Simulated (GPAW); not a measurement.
Ti3Si:

```
Ti Si
1.0
     0.00000    3.14436    3.14436
     3.14436    0.00000    3.14436
     3.14436    3.14436    0.00000
Ti Si
3 1
Cartesian
  0.0000 0.0000 0.0000
  1.5722 1.5722 1.5722
  4.7165 4.7165 4.7165
  3.1444 3.1444 3.1444
```

The cell comes from a database or a generator and needn't be the stable form of this composition.

Base run:

- Program: GPAW 26.7.0
- Functional: LDA
- Potentials or basis: the program's PAW data sets (release 1.2.1) made for this functional
- Cutoff: 600 eV
- Basis: pw
- k mesh: 7 × 7 × 7
- Occupations: fermi-dirac, width 0.05 eV
- Spin: no spin polarisation

Its results: pressure -9.2 GPa.

Q: The run is repeated on the same cell with these changes: functional from LDA to PBEsol; potentials or basis from the program's PAW data sets (release 1.2.1) made for this functional to PAW data sets generated in the run's folder for this functional. What comes out?

A: Pressure -5.1 GPa.

Not every run made on this cell is shown here.
